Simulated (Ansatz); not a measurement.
# Fe: the cost of one run

Computed with Ansatz 0.2.0 (DFT, LDA, PAW with Ansatz's default frozen-core files, scalar-relativistic, unless a step's input says otherwise).

The COD entry's cell or inner coordinates are ideal or old and differ from later refinements, so a difference from it is no clean test against experiment.

### 1 The structure to begin with

It takes space group Im-3m (No. 229, cubic). Conventional cell: a = 2.886 Å, b = 2.886 Å, c = 2.886 Å, α = 90.00°, β = 90.00°, γ = 90.00°. Fe (site symmetry m-3m) has 8 Fe at 2.50 Å in its first shell of neighbours.

Coordinates:

```cif
data_structure
_symmetry_space_group_name_H-M 'Im-3m'
_symmetry_Int_Tables_number 229
_cell_length_a 2.8860
_cell_length_b 2.8860
_cell_length_c 2.8860
_cell_angle_alpha 90.000
_cell_angle_beta 90.000
_cell_angle_gamma 90.000
_cell_volume 24.04
loop_
_atom_site_label
_atom_site_type_symbol
_atom_site_symmetry_multiplicity
_atom_site_Wyckoff_symbol
_atom_site_fract_x
_atom_site_fract_y
_atom_site_fract_z
_atom_site_occupancy
Fe1 Fe 2 a 0.00000 0.00000 0.00000 1
```

The file gives the conventional cell by its symmetry; the runs use the cell typed in the input.

### 2 Free moments from the typed start, PAW

input.yaml reads:

```yaml
crystal:
  lattice:
    - [-1.443, 1.443, 1.443]
    - [1.443, -1.443, 1.443]
    - [1.443, 1.443, -1.443]
  atoms:
    - { symbol: Fe, position: [0.0, 0.0, 0.0], spin: 3.0 }
magnetization:
  spin_polarized: true
kpoints:
  mp_grid: { grid: [12, 12, 12] }
scf:
  occupations: { method: fermi_dirac, width: 0.05 }
  lower_state_search: "off"
hamiltonian:
  xc: lda
  pseudopotentials: { kind: paw }
output:
  forces: true
  stress: true
  eigenvalues: true
```

Launch:

```
$ ansatz run input.yaml --threads 2 --pin off --max-ram 5120MiB --backend cpu --events-out ev --progress --plain --runs-dir out
```

What time and memory should one allow on 2 threads of Intel Xeon Platinum 8259CL at 2.50GHz (Skylake/Cascade Lake), shared host?

About 1.2 s, with a peak of 0.31 GiB.
